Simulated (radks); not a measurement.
# The Coulomb parameter U of the 4f shell of Ce²⁺

The task here is to estimate one member of a computed series from the others.

The numbers are computed with radks (a radial shooting solver on a logarithmic mesh, Libxc functionals) version 1 (Dirac Kohn-Sham, BLYP, spin-unpolarised, spherical densities, finite nucleus; open shells are shared between the two j in proportion to 2j + 1), except any that are marked as measured or tabulated.

### Starting point

| Property | Result |
| --- | --- |
| element | cerium (Z = 58) |
| charge | +2 |
| electrons | 56 |
| configuration | [Xe] 4f0.5 6p1.5 |
| nuclear rms radius | 4.8771 fm |

Set-up of the first run:

The run's settings:

```text
Z 58
configuration [Xe] 4f0.5 6p1.5
relativity Dirac
functional b88,lyp
spin unpolarised
j_filling average
nucleus finite rms 4.8771 fm
c 137.035999084
```

On the command line:

```
python run_ks.py task.json out
```

All runs below come from this command, one after another.

Among the steps run: Start: [Xe] 4f0.5 6p1.5.

One of the session's tables, all rows but one given; the rest of the session is left out.

It belongs to the step «Start: [Xe] 4f0.5 6p1.5». Radial moments (bohr):

```
level     <r>  outermost maximum (interpolated)  90 % within  nodes
4d5/2  0.7451                             0.654         1.12      1
5s1/2   1.486                              1.36         2.12      4
5p1/2       ?                                 ?            ?      ?
5p3/2   1.717                              1.54         2.48      3
4f5/2   1.014                             0.695         1.71      0
4f7/2   1.022                             0.699         1.72      0
6p1/2   4.009                              3.69         5.69      4
6p3/2   4.146                              3.83         5.88      4
```

**Question.** Estimate the row for 5p1/2.

The run gave: <r>: 1.645; outermost maximum (interpolated): 1.47; 90 % within: 2.38; nodes: 3. In the column «<r>» it lies between 5s1/2 (1.486) and 5p3/2 (1.717).
